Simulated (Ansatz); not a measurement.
# HF: the cost of one run

All numbers below are computed with Ansatz 0.2.0 (DFT PBE, plane waves, PAW, scalar-relativistic, no spin polarisation).

### Step 1. The system as given

The cell holds 20 atoms (F10H10): a = 6.980 Å, b = 6.980 Å, c = 6.980 Å, α = 90.00°, β = 90.00°, γ = 90.00°.

Its coordinates follow in the input file.

### Step 2. Preparing the start

File input.yaml:

```yaml
crystal:
  lattice:
    - [6.979532, 0.0, 0.0]
    - [0.0, 6.979532, 0.0]
    - [0.0, 0.0, 6.979532]
  atoms:
    - { symbol: F, position: [0.5833217, 0.2305436, 0.1956804] }
    - { symbol: H, position: [0.4764446, 0.164394, 0.2415618] }
    - { symbol: F, position: [0.6695615, 0.4252356, 0.7034687] }
    - { symbol: H, position: [0.6433849, 0.4031489, 0.5741221] }
    - { symbol: F, position: [0.2763141, 0.5625814, 0.4190396] }
    - { symbol: H, position: [0.2926716, 0.4704973, 0.3233498] }
    - { symbol: F, position: [0.8031929, 0.6099764, 0.4160929] }
    - { symbol: H, position: [0.7679859, 0.6288554, 0.2883916] }
    - { symbol: F, position: [0.8788327, 0.2029687, 0.4068311] }
    - { symbol: H, position: [0.9762261, 0.2808017, 0.4554123] }
    - { symbol: F, position: [0.8690583, 0.6371136, 0.8432679] }
    - { symbol: H, position: [0.9298064, 0.705854, 0.7458615] }
    - { symbol: F, position: [0.1001494, 0.062418, 0.0856225] }
    - { symbol: H, position: [0.167201, 0.1340097, -0.0053846] }
    - { symbol: F, position: [0.4345561, 0.5883997, 1.0067346] }
    - { symbol: H, position: [0.4555411, 0.7163849, 0.9738257] }
    - { symbol: F, position: [0.7140244, 0.9581622, 0.5778378] }
    - { symbol: H, position: [0.6629419, 1.0228811, 0.4724545] }
    - { symbol: F, position: [0.3997017, 0.7248402, 0.664385] }
    - { symbol: H, position: [0.4740108, 0.6471185, 0.5847541] }
basis:
  ecutwfc: 420.0
kpoints:
  mp_grid: { grid: [1, 1, 1] }
hamiltonian:
  xc: pbe
scf:
  occupations: { method: fermi_dirac, width: 0.05 }
  lower_state_search: "off"
relax:
  f_tol: 0.3
  max_steps: 15
  adjacent_minimum: "off"
output:
  write_density: true
  write_potential: true
  elf: true
  volumetric_format: npy
```

Launch:

```console
$ ansatz run input.yaml --threads 1 --pin off --max-ram 3072MiB --backend cpu --events-out ev --progress --plain --runs-dir out
```

Q: Estimate wall time and peak memory on 1 thread of Arm Neoverse V2, shared host.

About 25 s, with a peak of 0.37 GiB.
